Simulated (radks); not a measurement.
# Kr⁺ in [Ar] 3d9.5 4s2 4p5 5s0.5: an all-electron calculation

The task here is to estimate one member of a computed series from the others.

Program: radks (a radial shooting solver on a logarithmic mesh, Libxc functionals) version 1. Level of theory: Dirac Kohn-Sham, OLYP, spin-unpolarised, spherical densities, finite nucleus; open shells are shared between the two j in proportion to 2j + 1. These are calculated values, not measurements, unless marked.

## Starting point

```
element            : krypton (Z = 36)
charge             : +1
electrons          : 35
configuration      : [Ar] 3d9.5 4s2 4p5 5s0.5
nuclear rms radius : 4.1884 fm
```

Set-up of the first run:

Input:

```text
Z 36
configuration [Ar] 3d9.5 4s2 4p5 5s0.5 4d0 5p0 6s0 4f0
relativity Dirac
functional optx,lyp
spin unpolarised
j_filling average
nucleus finite rms 4.1884 fm
c 137.035999084
```

Command:

```console
> python run_ks.py task.json out
```

The same process makes all the runs of this session.

Among the steps run: Self-consistent calculation.

One of the session's tables, all rows but one given; the rest of the session is left out.

It belongs to the step «Radial structure». From the orbitals of this run (lengths in bohr):

```
level      <r>  outermost maximum (interpolated)  90 % within  nodes
1s1/2  0.04149                            0.0271       0.0742      0
2s1/2   0.1832                             0.154        0.284      1
2p1/2   0.1573                             0.121        0.257      0
2p3/2   0.1613                             0.124        0.263      0
3s1/2   0.5274                             0.466        0.783      2
3p1/2   0.5297                             0.456        0.806      1
3p3/2   0.5398                             0.465        0.821      1
3d3/2   0.5433                             0.406        0.885      0
3d5/2   0.5470                             0.409        0.891      0
4s1/2        ?                                 ?            ?      ?
4p1/2    1.719                              1.45         2.58      2
4p3/2    1.752                              1.48         2.63      2
5s1/2    4.418                              3.82         6.51      4
4d3/2    3.439                              2.35         5.71      1
4d5/2    3.466                              2.37         5.76      1
5p1/2    5.657                              4.85         8.32      3
5p3/2    5.737                              4.94         8.42      3
```

Estimate the missing values for 4s1/2.

The run gave: <r>: 1.494; outermost maximum (interpolated): 1.31; 90 % within: 2.19; nodes: 3. In the column «<r>» it lies between 3d5/2 (0.5470) and 4p1/2 (1.719).
